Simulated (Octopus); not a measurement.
# A workflow on AlBrF (SMILES [F][Al][Br]), part 3 of 3

Octopus 16.4. The steps go on from the part before.

## Step 4: The singlet cation: energy and forces at PZ81 LDA (scalar, in the pseudopotentials, pseudodojo_pbesol potentials, box margin 4.5 angstrom, extra states 0, grid spacing 0.15 angstrom, mix field default) (run 6)

On the command line:

```console
$ OMP_NUM_THREADS=1 octopus > gs.log
```

Log:

```text
Version                : 16.4
************************** Calculation Mode **************************
Input: [CalculationMode = gs]
Input: [SpinComponents = unpolarized]
******************************* Space ********************************
Octopus will run in 3 dimension(s).
Octopus will treat the system as periodic in 0 dimension(s).
Input: [AllElectronType = no]
Input: [PseudopotentialSet = pseudodojo_pbesol]
Reading Coordinates from Coordinates block
****************************** Species *******************************
  Species 'F'
    type             : pseudopotential
    file format      : UPF2
    valence charge   : 7.0
    atomic number    :   9
    form on file     : kleinman-bylander
    lmax             : 2
    llocal           : -1
    projectors per l : 2
    total projectors : 6
    application form : kleinman-bylander
    orbitals         :  4
    bound orbitals   :  4
  Species 'Al'
    type             : pseudopotential
    file format      : UPF2
    valence charge   : 3.0
    atomic number    :  13
    form on file     : kleinman-bylander
    lmax             : 2
    llocal           : -1
    projectors per l : 2
    total projectors : 6
    application form : kleinman-bylander
    orbitals         :  4
    bound orbitals   :  4
  Species 'Br'
    type             : pseudopotential
    file format      : UPF2
    valence charge   : 7.0
    atomic number    :  35
    form on file     : kleinman-bylander
    lmax             : 2
    llocal           : -1
    projectors per l : 2
    total projectors : 6
    application form : kleinman-bylander
    orbitals         :  4
    bound orbitals   :  4
***************************** Symmetries *****************************
Symmetry elements : (sigma)
Symmetry group    : Cs
Input: [CurvMethod = curv_affine]
Input: [DerivativesStencil = stencil_star]
Input: [SmearingFunction = semiconducting]
Input: [SymmetrizeDensity = no]
******************************* States *******************************
Total electronic charge  =       16.000
Number of states         =        8
States block-size        =        4
************************** Parallelization ***************************
Info: Octopus will run in *serial*
******************************** Grid ********************************
Simulation Box:
  Type = minimum
  Radius  [A] =   4.500
Main mesh:
  Spacing [A] = ( 0.150, 0.150, 0.150)    volume/point [A^3] =      0.00337
  # inner mesh =     184055
  # total mesh =     244552
  Grid Cutoff [eV] =  1671.245006    Grid Cutoff [Ry] =   122.834253
Input: [StatesPack = yes]
** Warning:
**   The XCFunctional that you selected does not match the one used
**   to generate the pseudopotentials.
Input: [StatesOrthogonalization = cholesky_serial]
**************************** Theory Level ****************************
Input: [TheoryLevel = kohn_sham]
Exchange-correlation:
  Exchange
    Slater exchange (LDA)
  Correlation
    Perdew & Zunger (Modified) (LDA)
****************************** Hartree *******************************
Input: [DressedOrbitals = no]
The chosen Poisson solver is 'interpolating scaling functions'
Input: [FilterPotentials = filter_TS]
Info: Pseudopotential for F
  Radii for localized parts:
    local part     =  1.2 A
    non-local part =  1.2 A
    orbitals       =  3.5 A
Info: Pseudopotential for Al
  Radii for localized parts:
    local part     =  1.4 A
    non-local part =  1.4 A
    orbitals       =  6.8 A
Info: Pseudopotential for Br
  Radii for localized parts:
    local part     =  1.2 A
    non-local part =  1.5 A
    orbitals       =  4.5 A
Input: [RelativisticCorrection = non_relativistic]
Input: [DFTULevel = dft_u_none]
Input: [MagneticConstrain = 0]
****************** Approximate memory requirements *******************
Mesh
  global  :       1.9 MiB
  local   :       7.5 MiB
  total   :       9.3 MiB
States
  real    :      14.9 MiB (par_kpoints + par_states + par_domains)
  complex :      29.9 MiB (par_kpoints + par_states + par_domains)
Info: Generating external potential
      done.
Input: [InteractionTiming = timing_exact]
Info: Octopus initialization completed.
Info: Starting calculation mode.
Info: Allocating ground state wave-functions
      Block       1 contains       4 states:       1 -       4
      Block       2 contains       4 states:       5 -       8
Info: Ground-state allocation done.
Info: Could not find 'restart/gs' directory for restart.
Info: No restart information will be read.
** Warning:
**   Unable to read wavefunctions.
**   Starting from scratch!
**************************** Eigensolver *****************************
Input: [Eigensolver = cg]
Input: [Preconditioner = pre_filter]
Input: [PreconditionerFilterFactor = 0.5000]
Input: [SubspaceDiagonalization = standard]
Input: [MixField = potential] (what to mix during SCF cycles)
Input: [MixingScheme = broyden]
Info: Mixing uses    4 steps and restarts after   20 steps.
Input: [LCAOStart = lcao_states]
Input: [LCAOScaleFactor = 1.000]
Input: [LCAOMaximumOrbitalRadius = 10.58 A]
Info: Double-precision storage for     4 extra orbitals will be allocated.
Info: Unnormalized total charge =     16.995253
Info: Renormalized total charge =     16.000000
Info: Setting up Hamiltonian.
Info: Performing initial LCAO calculation with     12 orbitals.
Info: Getting Hamiltonian matrix elements.
Eigenvalues [eV]
 #st  Spin   Eigenvalue      Occupation
   1   --   -45.087860       2.000000
   2   --   -29.282893       2.000000
   3   --   -26.451865       2.000000
   4   --   -25.366425       2.000000
   5   --   -25.349686       2.000000
   6   --   -17.782533       2.000000
   7   --   -16.039785       2.000000
   8   --   -16.025023       2.000000
Info: Ground-state restart information will be written to 'restart/gs'.
Info: SCF using real wavefunctions.
Info: Starting SCF iteration.
*********************** SCF CYCLE ITER #    1 ************************
 etot  = -1.34504842E+03 abs_ev   =  3.91E+00 rel_ev   =  9.62E-03
 ediff =        4.94E+01 abs_dens =  4.10E+00 rel_dens =  2.56E-01
Converged eigenvectors: 0
#  State  Eigenvalue [eV]  Occupation    Error
      1      -45.179903    2.000000   ( 3.5E-02)
      2      -29.382465    2.000000   ( 2.9E-02)
      3      -26.809303    2.000000   ( 5.7E-02)
      4      -25.620087    2.000000   ( 4.5E-02)
      5      -25.603797    2.000000   ( 4.5E-02)
      6      -18.231834    2.000000   ( 6.4E-02)
      7      -16.265445    2.000000   ( 3.0E-02)
      8      -16.250393    2.000000   ( 3.0E-02)
                                                                     ^
*********************** SCF CYCLE ITER #    2 ************************
 etot  = -1.23636869E+03 abs_ev   =  5.96E+01 rel_ev   =  1.72E-01
 ediff =        3.99E+00 abs_dens =  1.37E+00 rel_dens =  8.59E-02
Converged eigenvectors: 0
#  State  Eigenvalue [eV]  Occupation    Error
      1      -38.863625    2.000000   ( 3.6E-02)
      2      -27.619837    2.000000   ( 1.1E-02)
      3      -21.069931    2.000000   ( 4.6E-02)
      4      -19.660456    2.000000   ( 5.7E-02)
      5      -19.645226    2.000000   ( 5.6E-02)
      6      -17.100835    2.000000   ( 1.6E-02)
      7      -14.811056    2.000000   ( 1.5E-02)
      8      -14.776345    2.000000   ( 1.3E-02)
                                                                     ^
[eigenvalue tables of the cycles between left out]
*********************** SCF CYCLE ITER #    3 ************************
 etot  = -1.11523278E+03 abs_ev   =  4.62E+01 rel_ev   =  1.54E-01
 ediff =        4.45E+00 abs_dens =  1.59E+00 rel_dens =  9.91E-02
*********************** SCF CYCLE ITER #    4 ************************
 etot  = -1.15801839E+03 abs_ev   =  1.54E+01 rel_ev   =  4.88E-02
 ediff =        1.57E+00 abs_dens =  5.72E-01 rel_dens =  3.57E-02
*********************** SCF CYCLE ITER #    5 ************************
 etot  = -1.16510735E+03 abs_ev   =  6.53E-01 rel_ev   =  2.06E-03
 ediff =        2.61E-01 abs_dens =  1.89E-01 rel_dens =  1.18E-02
*********************** SCF CYCLE ITER #    6 ************************
 etot  = -1.13940503E+03 abs_ev   =  1.03E+01 rel_ev   =  3.35E-02
 ediff =        9.45E-01 abs_dens =  2.95E-01 rel_dens =  1.85E-02
*********************** SCF CYCLE ITER #    7 ************************
 etot  = -1.14863938E+03 abs_ev   =  3.91E+00 rel_ev   =  1.26E-02
 ediff =        3.39E-01 abs_dens =  1.18E-01 rel_dens =  7.35E-03
*********************** SCF CYCLE ITER #    8 ************************
 etot  = -1.15060004E+03 abs_ev   =  5.44E-01 rel_ev   =  1.75E-03
 ediff =        7.21E-02 abs_dens =  2.74E-02 rel_dens =  1.71E-03
*********************** SCF CYCLE ITER #    9 ************************
 etot  = -1.14964301E+03 abs_ev   =  3.62E-01 rel_ev   =  1.17E-03
 ediff =        3.52E-02 abs_dens =  1.49E-02 rel_dens =  9.29E-04
*********************** SCF CYCLE ITER #   10 ************************
 etot  = -1.15000508E+03 abs_ev   =  1.46E-01 rel_ev   =  4.70E-04
 ediff =        1.33E-02 abs_dens =  4.44E-03 rel_dens =  2.77E-04
*********************** SCF CYCLE ITER #   11 ************************
 etot  = -1.15015397E+03 abs_ev   =  7.24E-02 rel_ev   =  2.33E-04
 ediff =        5.47E-03 abs_dens =  2.67E-03 rel_dens =  1.67E-04
*********************** SCF CYCLE ITER #   12 ************************
 etot  = -1.15009929E+03 abs_ev   =  2.47E-02 rel_ev   =  7.93E-05
 ediff =        2.01E-03 abs_dens =  7.78E-04 rel_dens =  4.87E-05
*********************** SCF CYCLE ITER #   13 ************************
 etot  = -1.15003295E+03 abs_ev   =  2.61E-02 rel_ev   =  8.40E-05
 ediff =        2.44E-03 abs_dens =  1.74E-03 rel_dens =  1.09E-04
*********************** SCF CYCLE ITER #   14 ************************
 etot  = -1.15005821E+03 abs_ev   =  1.68E-02 rel_ev   =  5.39E-05
 ediff =        9.28E-04 abs_dens =  5.35E-04 rel_dens =  3.34E-05
*********************** SCF CYCLE ITER #   15 ************************
 etot  = -1.15006754E+03 abs_ev   =  3.69E-03 rel_ev   =  1.19E-05
 ediff =        3.43E-04 abs_dens =  4.04E-04 rel_dens =  2.52E-05
*********************** SCF CYCLE ITER #   16 ************************
 etot  = -1.15006444E+03 abs_ev   =  1.72E-03 rel_ev   =  5.54E-06
 ediff =        1.14E-04 abs_dens =  1.49E-04 rel_dens =  9.33E-06
*********************** SCF CYCLE ITER #   17 ************************
 etot  = -1.15006256E+03 abs_ev   =  7.06E-04 rel_ev   =  2.27E-06
 ediff =        6.92E-05 abs_dens =  6.58E-05 rel_dens =  4.11E-06
*********************** SCF CYCLE ITER #   18 ************************
 etot  = -1.15006369E+03 abs_ev   =  4.69E-04 rel_ev   =  1.51E-06
 ediff =        4.13E-05 abs_dens =  6.93E-05 rel_dens =  4.33E-06
*********************** SCF CYCLE ITER #   19 ************************
 etot  = -1.15006328E+03 abs_ev   =  2.54E-04 rel_ev   =  8.17E-07
 ediff =        1.48E-05 abs_dens =  1.40E-05 rel_dens =  8.78E-07
*********************** SCF CYCLE ITER #   20 ************************
 etot  = -1.15006301E+03 abs_ev   =  1.34E-04 rel_ev   =  4.31E-07
 ediff =        1.01E-05 abs_dens =  2.35E-05 rel_dens =  1.47E-06
*********************** SCF CYCLE ITER #   21 ************************
 etot  = -1.15006311E+03 abs_ev   =  6.29E-05 rel_ev   =  2.02E-07
 ediff =        3.66E-06 abs_dens =  7.65E-06 rel_dens =  4.78E-07
Converged eigenvectors: 0
#  State  Eigenvalue [eV]  Occupation    Error
      1      -35.133160    2.000000   ( 3.0E-07)
      2      -26.418079    2.000000   ( 1.2E-06)
      3      -17.927113    2.000000   ( 3.6E-07)
      4      -16.352226    2.000000   ( 8.1E-07)
      5      -16.239019    2.000000   ( 1.7E-07)
      6      -15.922557    2.000000   ( 1.5E-07)
      7      -13.790391    2.000000   ( 3.7E-07)
      8      -13.702776    2.000000   ( 1.5E-07)
                                                                     ^
*********************** SCF CYCLE ITER #   22 ************************
 etot  = -1.15006316E+03 abs_ev   =  2.04E-05 rel_ev   =  6.55E-08
 ediff =        1.83E-06 abs_dens =  5.82E-06 rel_dens =  3.64E-07
Converged eigenvectors: 1
#  State  Eigenvalue [eV]  Occupation    Error
      1      -35.133157    2.000000   ( 6.2E-08)
      2      -26.418086    2.000000   ( 1.4E-07)
      3      -17.927111    2.000000   ( 1.3E-07)
      4      -16.352225    2.000000   ( 4.7E-07)
      5      -16.239016    2.000000   ( 9.5E-08)
      6      -15.922558    2.000000   ( 8.9E-08)
      7      -13.790397    2.000000   ( 2.5E-07)
      8      -13.702782    2.000000   ( 1.3E-07)
                                                                     ^
Info: SCF converged in   22 iterations
** Warning:
**   Some of the states are not fully converged!
Info: Number of matrix-vector products:       2843
Octopus emitted 3 warnings.
```

Run time: 38 s. Hardware: 1 thread of Intel Xeon Platinum 8488C (Sapphire Rapids), shared host; peak memory 0.18 GiB.

## Step 5: Overview of the runs

| run | level | grid spacing | box margin | partner | energy (Eh) | HOMO energy (eV) | wall time |
| --- | --- | --- | --- | --- | --- | --- | --- |
| 1 | UPZ81 LDA (scalar, in the pseudopotentials, pseudodojo_pbesol potentials, box margin 4.50002 angstrom, extra states 0, grid spacing 0.195002 angstrom, mix field default) | 0.195002 | 4.50002 | base | -42.643875 | -5.73 | 21 s |
| 2 | PZ81 LDA (scalar, in the pseudopotentials, pseudodojo_pbesol potentials, box margin 4.5 angstrom, extra states 0, grid spacing 0.195 angstrom, mix field default) | 0.195 | 4.5 | cation | -42.316409 | -13.71 | 12 s |
| 3 | UPZ81 LDA (scalar, in the pseudopotentials, pseudodojo_pbesol potentials, box margin 4.50002 angstrom, extra states 0, grid spacing 0.171983 angstrom, mix field default) | 0.171983 | 4.50002 | base | -42.599478 | -5.72 | 41 s |
| 4 | PZ81 LDA (scalar, in the pseudopotentials, pseudodojo_pbesol potentials, box margin 4.50002 angstrom, extra states 0, grid spacing 0.171983 angstrom, mix field default) | 0.171983 | 4.50002 | cation | -42.272251 | -13.70 | 18 s |
| 5 | UPZ81 LDA (scalar, in the pseudopotentials, pseudodojo_pbesol potentials, box margin 4.50002 angstrom, extra states 0, grid spacing 0.150022 angstrom, mix field default) | 0.150022 | 4.50002 | base | -42.591282 | -5.72 | 58 s |
| 6 | PZ81 LDA (scalar, in the pseudopotentials, pseudodojo_pbesol potentials, box margin 4.5 angstrom, extra states 0, grid spacing 0.15 angstrom, mix field default) | 0.15 | 4.5 | cation | -42.264042 | -13.70 | 38 s |

## Step 6: Results

The summary covers parts 1 to 3.

| quantity | value |
| --- | --- |
| singlet cation, run 6: total energy | -42.26404 Eh |
| singlet cation, run 6: HOMO energy | -13.70 eV |
| singlet cation, run 6: largest force on an atom | 2.533 eV/Å |
| vertical ionisation energy (to the singlet cation) | 8.904 eV |

What this shows: Removing an electron at fixed nuclei costs 8.90 eV (859 kJ/mol). Only the singlet of the ionised species was computed; a triplet could lie lower. All runs together took 3.1 min, the longest 58 s.
